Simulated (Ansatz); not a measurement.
**Cr (bcc type): how the settings move a relaxation**

How sensitive is a relaxation of Cr (bcc type) to its settings? A reference run comes first, then one run with altered input.

Computed with Ansatz 0.2.0 (reference: DFT, LDA, PAW with Ansatz's default frozen-core files, scalar-relativistic, unless a step's input says otherwise).

### 1 The structure to begin with

Symmetry: Im-3m, No. 229, cubic system. The conventional cell has a = 2.789 Å, b = 2.789 Å, c = 2.789 Å, α = 90.00°, β = 90.00°, γ = 90.00°. Cr (site symmetry m-3m) is surrounded by 8 Cr at 2.41 Å.

As a file:

```xyz
1
Lattice="-1.3943 1.3943 1.3943 1.3943 -1.3943 1.3943 1.3943 1.3943 -1.3943" Properties=species:S:1:pos:R:3 pbc="T T T"
Cr    0.0000    0.0000    0.0000
```

### 2 Reference

File input.yaml:

```yaml
crystal:
  lattice:
    - [-1.3942793776, 1.3942793776, 1.3942793776]
    - [1.3942793776, -1.3942793776, 1.3942793776]
    - [1.3942793776, 1.3942793776, -1.3942793776]
  atoms:
    - { symbol: Cr, position: [0.0, 0.0, 0.0], spin: 2.0 }
magnetization:
  spin_polarized: true
kpoints:
  mp_grid: { grid: [21, 21, 21] }
scf:
  occupations: { method: fermi_dirac, width: 0.1 }
hamiltonian:
  xc: lda
  pseudopotentials: { kind: paw }
output:
  forces: true
  stress: true
relax:
  f_tol: 0.005
  max_steps: 40
  cell: {}
```

On the command line:

```sh
$ ansatz run input.yaml --threads 1 --pin off --max-ram 3072MiB --backend cpu --events-out ev --progress --plain --runs-dir out
```

### 3 Variant: mp_grid.shift [0.5, 0.5, 0.5], hubbard.sites [{species: Cr, l: d, u_eff: 3.0}], hubbard.double_counting fll

input.yaml: that of step 2 with these lines changed.

```diff
@@ -10,3 +10,3 @@
 kpoints:
-  mp_grid: { grid: [21, 21, 21] }
+  mp_grid: { grid: [21, 21, 21], shift: [0.5, 0.5, 0.5] }
 scf:
@@ -16,2 +16,3 @@
   pseudopotentials: { kind: paw }
+  hubbard: { sites: [{ species: Cr, l: d, u_eff: 3.0 }], double_counting: fll }
 output:
```

Q: Predict the outcome of this session. Wanted: for each run, ending; energy change; pressure; gap; force.

**Answer**, as computed:

| run | ending | energy change | pressure (GPa) | gap (eV) | force (eV/Å) | cycles | time |
| --- | --- | --- | --- | --- | --- | --- | --- |
| reference | converged | 0 | 0.0 | 0.00 | 0.00 | 22 | 19 s |
| 1: mp_grid.shift [0.5, 0.5, 0.5], hubbard.sites [{species: Cr, l: d, u_eff: 3.0}], hubbard.double_counting fll | converged | +3.64 eV/atom (Hubbard term changed: no physical gain or loss) | 0.0 | 0.00 | 0.00 | 137 | 91 s |

Changing the k-point mesh, Hubbard U and double counting of the Hubbard term moves the energy by +3.64 eV/atom, and the final volume goes from 10.84 to 10.93 Å³. The U term adds an energy of its own, so the shift says nothing about which run is better. Cost: 137 SCF cycles against 22, 91 s against 19 s. A changed U is a change of model: its shifts are not errors of convergence.
